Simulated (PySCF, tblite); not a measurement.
# C₇H₁₄S: geometry, infrared bands and NMR shifts

Aim: predict the infrared bands and NMR shifts of C₇H₁₄S (`C=C(C)CCSCC`).

The runs use tblite 0.8.0 and PySCF 2.14.0, with density-fitted response routines of our own; the level of theory stands in each step. All values are computed, except where a source is named. Atoms count from 0, in the outputs and in this text.

**1. Starting geometry**

22 atoms, charge 0, multiplicity 1; geometry from: force field or distance geometry start.

Bonds of the start (Å): C0–C1 1.36, C1–C2 1.49, C1–C3 1.51, C3–C4 1.52, C4–S5 1.83, S5–C6 1.82, C6–C7 1.51, C0–H8 1.09, C0–H9 1.07, C2–H10 1.10, C2–H11 1.10, C2–H12 1.08, C3–H13 1.11, C3–H14 1.09, C4–H15 1.09, C4–H16 1.10, C6–H17 1.10, C6–H18 1.09, C7–H19 1.10, C7–H20 1.10, C7–H21 1.09.

**2. Geometry optimisation with GFN2-xTB**

The job: settings as JSON, then the geometry in Å.

```
{"job": {"kind": "relax", "xc": "GFN2-xTB", "basis": "xTB"}, "charge": 0, "multiplicity": 1}
C      3.179300     0.439400     0.346900
C      1.985600     0.221700    -0.262300
C      1.852100     0.282500    -1.743800
C      0.753500    -0.147400     0.532000
C     -0.286700     0.966200     0.566500
S     -1.717400     0.613700     1.645100
C     -2.427100    -0.857700     0.845300
C     -2.895200    -0.598200    -0.565400
H      3.286900     0.378000     1.427800
H      4.056200     0.695100    -0.216700
H      1.453200    -0.663700    -2.136400
H      1.149200     1.083400    -2.029100
H      2.793700     0.482900    -2.234800
H      1.042000    -0.408300     1.568100
H      0.331300    -1.059600     0.105600
H     -0.654700     1.199100    -0.433400
H      0.176000     1.890100     0.943400
H     -3.286000    -1.172400     1.458600
H     -1.711800    -1.683300     0.884500
H     -3.417900    -1.485700    -0.944800
H     -3.603900     0.244900    -0.610500
H     -2.068700    -0.401400    -1.247900
```

The run is started by

```console
OMP_NUM_THREADS=1 python probes_run.py task.json out
```

The driver reads the jobs from task.json and runs them one after another.

**Question.** This job is followed by: GFN2-xTB harmonic vibrations, gas phase; GIAO PBE0/pcSseg-1 NMR shielding, non-relativistic, gas phase. What will the session give for the following? strongest single infrared mode (GFN2-xTB); zero-point energy (GFN2-xTB); 13C shifts against TMS (PBE0/pcSseg-1); 1H shifts against TMS (PBE0/pcSseg-1, means over atoms taken as alike); 33S shifts against CS2 (PBE0/pcSseg-1); surface potential, 1st and 99th percentile.

As calculated:

| quantity | value |
| --- | --- |
| strongest single infrared mode (GFN2-xTB) | 3128 cm⁻¹, 52 km/mol |
| zero-point energy (GFN2-xTB) | 119.9 kcal/mol |
| 13C shifts against TMS (PBE0/pcSseg-1) | 154.4, 118.4, 43.1, 32.9, 27.8, 25.0, 15.2 ppm |
| 1H shifts against TMS (PBE0/pcSseg-1, means over atoms taken as alike) | 5.16, 5.12, 2.53, 2.52, 2.26, 1.85, 1.29 ppm |
| 33S shifts against CS2 (PBE0/pcSseg-1) | 25 ppm |
| surface potential, 1st and 99th percentile | -1.15 V and 0.84 V |

Relaxing lowered the energy by 0.097 eV in 59 steps; the close pair that moved most is C0–C1, from 1.358 to 1.323 Å. No mode is imaginary among the 60: a minimum at this level. The strongest single mode, at 3128 cm⁻¹, moves mainly H8 and H9. GFN2-xTB is a fitted tight-binding method: band positions and strengths are rough. Its intensities can rank the bands wrongly. The most deshielded carbon is C1 (fully substituted alkene carbon), at 154.4 ppm: as expected for a trigonal carbon in a double bond. At PBE0/pcSseg-1: Shielding is most anisotropic at C1 (span 252 ppm, paramagnetic term -228 ppm).
